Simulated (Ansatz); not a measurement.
# CH7BSn: up Jacob's ladder to CCSD(T)

An exercise on one series of results from a longer session: the logs are not shown, and one member is left open.

Computed with Ansatz 0.2.0, Gaussian basis. Level: functionals in def2-TZVPP, the program's frozen cores in correlated methods.

Plan: LDA (SPW92), PBE-D4, revPBE-D4, BLYP-D4, r2SCAN-D4, B97M-V, PBE0-D4, B3LYP-D4, r2SCANh-D4, r2SCAN0-D4, HSE06-D4, BHLYP-D4, CAM-B3LYP-D4, LC-ωPBE, ωB97X-V, ωB97M-V, B2PLYP, PBE-QIDH; CCSD(T)/def2-SVP; CCSD(T)/def2-TZVPP; MP2/def2-QZVPP; extrapolation to the limit; RPA on PBE.

1 further run of the same task is left out (for a known fault of the program).

## The relaxed structure

An earlier PBE0-D4 in a triple-zeta def2 set relaxation fixed the geometry. Sn takes the def2 core potential; no spin-orbit term is included.

SMILES `B[CH2][SnH3]`, 10 atoms, charge 0, spin multiplicity 1.

Atoms are counted from 1 here; the program's logs count them from 0.

Bond lengths: B1–C2 1.513 Å, B1–H4 1.200 Å, B1–H5 1.200 Å, C2–Sn3 2.206 Å, C2–H6 1.089 Å, C2–H7 1.089 Å, Sn3–H8 1.704 Å, Sn3–H9 1.706 Å, Sn3–H10 1.704 Å. Angles: C2–B1–H4 120.5°, C2–B1–H5 120.5°, H4–B1–H5 118.8°, B1–C2–Sn3 94.2°, B1–C2–H6 119.2°, B1–C2–H7 119.2°, Sn3–C2–H6 103.3°, Sn3–C2–H7 103.4°, H6–C2–H7 112.3°, C2–Sn3–H8 107.1°, C2–Sn3–H9 112.6°, C2–Sn3–H10 107.2°, H8–Sn3–H9 109.4°, H8–Sn3–H10 111.1°, H9–Sn3–H10 109.4°.

Coordinates:

```xyz
10

B    -1.22496    0.54330   -0.66612
C     0.26399    0.46366   -0.92569
Sn    0.69607   -0.62435    0.94459
H    -1.95207   -0.34636   -1.01180
H    -1.68426    1.44887   -0.02687
H     0.86852    1.36567   -0.83679
H     0.63419   -0.20831   -1.69924
H     1.41941   -2.10416    0.50834
H    -0.70716   -0.92910    1.86524
H     1.76936    0.33968    1.85133
```

The first run:

in.yaml

```yaml
crystal:
  periodic: [false, false, false]
  atoms:
    - {symbol: B, position_ang: [-1.224960, 0.543297, -0.666123]}
    - {symbol: C, position_ang: [0.263986, 0.463663, -0.925693]}
    - {symbol: Sn, position_ang: [0.696074, -0.624354, 0.944593]}
    - {symbol: H, position_ang: [-1.952070, -0.346358, -1.011802]}
    - {symbol: H, position_ang: [-1.684255, 1.448875, -0.026866]}
    - {symbol: H, position_ang: [0.868521, 1.365674, -0.836785]}
    - {symbol: H, position_ang: [0.634193, -0.208310, -1.699235]}
    - {symbol: H, position_ang: [1.419405, -2.104163, 0.508344]}
    - {symbol: H, position_ang: [-0.707156, -0.929105, 1.865242]}
    - {symbol: H, position_ang: [1.769364, 0.339681, 1.851325]}
basis:
  gaussian: {orbitals: def2-TZVPP}
hamiltonian: {xc: lda}
output: {orbitals: {seedname: orbitals}}
```

On the command line:

```sh
$ ansatz run in.yaml --threads 2 --pin off --events-out ev --progress --plain --max-ram 4352MiB
```

Steps of the session up to this table: LDA; PBE-D4 (GGA); revPBE-D4 (GGA); BLYP-D4 (GGA); r2SCAN-D4 (meta-GGA); B97M-V (meta-GGA); B3LYP-D4 (hybrid); r2SCANh-D4 (hybrid); r2SCAN0-D4 (hybrid); HSE06-D4 (hybrid); BHLYP-D4 (hybrid); CAM-B3LYP-D4 (range-separated); LC-ωPBE (range-separated); ωB97X-V (range-separated); ωB97M-V (range-separated); B2PLYP (double hybrid); PBE-QIDH (double hybrid).

One of the session's tables, all rows but one given; the rest of the session is left out.

It belongs to the step «Frontier levels by functional». 

| functional | HOMO (eV) | gap (eV) |
| --- | --- | --- |
| LDA (SPW92) | -7.44 | 5.31 |
| PBE-D4 | -7.28 | 5.39 |
| revPBE-D4 | -7.22 | 5.42 |
| BLYP-D4 | -7.11 | 5.35 |
| r2SCAN-D4 | -7.50 | 5.96 |
| B97M-V | ? | ? |
| PBE0-D4 | -8.38 | 7.42 |
| B3LYP-D4 | -8.15 | 6.97 |
| r2SCANh-D4 | -7.91 | 6.69 |
| r2SCAN0-D4 | -8.53 | 7.78 |
| HSE06-D4 | -7.99 | 6.65 |
| BHLYP-D4 | -9.32 | 9.34 |
| CAM-B3LYP-D4 | -9.63 | 9.70 |
| LC-ωPBE | -10.98 | 12.19 |
| ωB97X-V | -10.62 | 11.73 |
| ωB97M-V | -10.51 | 11.35 |

Estimate the missing values for B97M-V.

As computed: HOMO (eV): -7.57; gap (eV): 5.93. In the column «HOMO (eV)» it lies between r2SCANh-D4 (-7.91) and r2SCAN-D4 (-7.50).
